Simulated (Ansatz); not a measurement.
# Si16Ge: the cost of one run

Method: DFT LDA, plane waves, PAW, scalar-relativistic, no spin polarisation, in Ansatz 0.2.0.

**1. Starting point**

The cell holds 17 atoms (GeSi16): a = 7.679 Å, b = 7.679 Å, c = 7.679 Å, α = 60.00°, β = 60.00°, γ = 60.00°.

The coordinates stand in the first input below.

**2. End point A**

input.yaml

```yaml
crystal:
  lattice:
    - [0.0, 5.43, 5.43]
    - [5.43, 0.0, 5.43]
    - [5.43, 5.43, 0.0]
  atoms:
    - { symbol: Si, position: [0.0, 0.0, 0.0] }
    - { symbol: Si, position: [0.125, 0.125, 0.125] }
    - { symbol: Si, position: [0.0, 0.0, 0.5] }
    - { symbol: Si, position: [0.125, 0.125, 0.625] }
    - { symbol: Si, position: [0.0, 0.5, 0.0] }
    - { symbol: Si, position: [0.125, 0.625, 0.125] }
    - { symbol: Si, position: [0.0, 0.5, 0.5] }
    - { symbol: Si, position: [0.125, 0.625, 0.625] }
    - { symbol: Si, position: [0.5, 0.0, 0.0] }
    - { symbol: Si, position: [0.625, 0.125, 0.125] }
    - { symbol: Si, position: [0.5, 0.0, 0.5] }
    - { symbol: Si, position: [0.625, 0.125, 0.625] }
    - { symbol: Si, position: [0.5, 0.5, 0.0] }
    - { symbol: Si, position: [0.625, 0.625, 0.125] }
    - { symbol: Si, position: [0.5, 0.5, 0.5] }
    - { symbol: Si, position: [0.625, 0.625, 0.625] }
    - { symbol: Ge, position: [0.813139, 0.3023692, 0.0624568] }
basis:
  ecutwfc: 420.0
kpoints:
  mp_grid: { grid: [2, 2, 2] }
hamiltonian:
  xc: lda
  pseudopotentials: { kind: paw, azcp: { folder: soft_1 } }
scf:
  occupations: { method: gaussian, width: 0.05 }
  lower_state_search: "off"
relax:
  f_tol: 0.03
  max_steps: 60
  adjacent_minimum: "off"
output:
  write_density: true
  write_potential: true
  elf: true
  volumetric_format: npy
```

Run with:

```
$ ansatz run input.yaml --threads 1 --pin off --max-ram 3072MiB --backend cpu --events-out ev --progress --plain --runs-dir out
```

What time and memory should one allow on 1 thread of AMD EPYC 9R45 (Zen 5), shared host?

About 17 s, with a peak of 0.56 GiB.
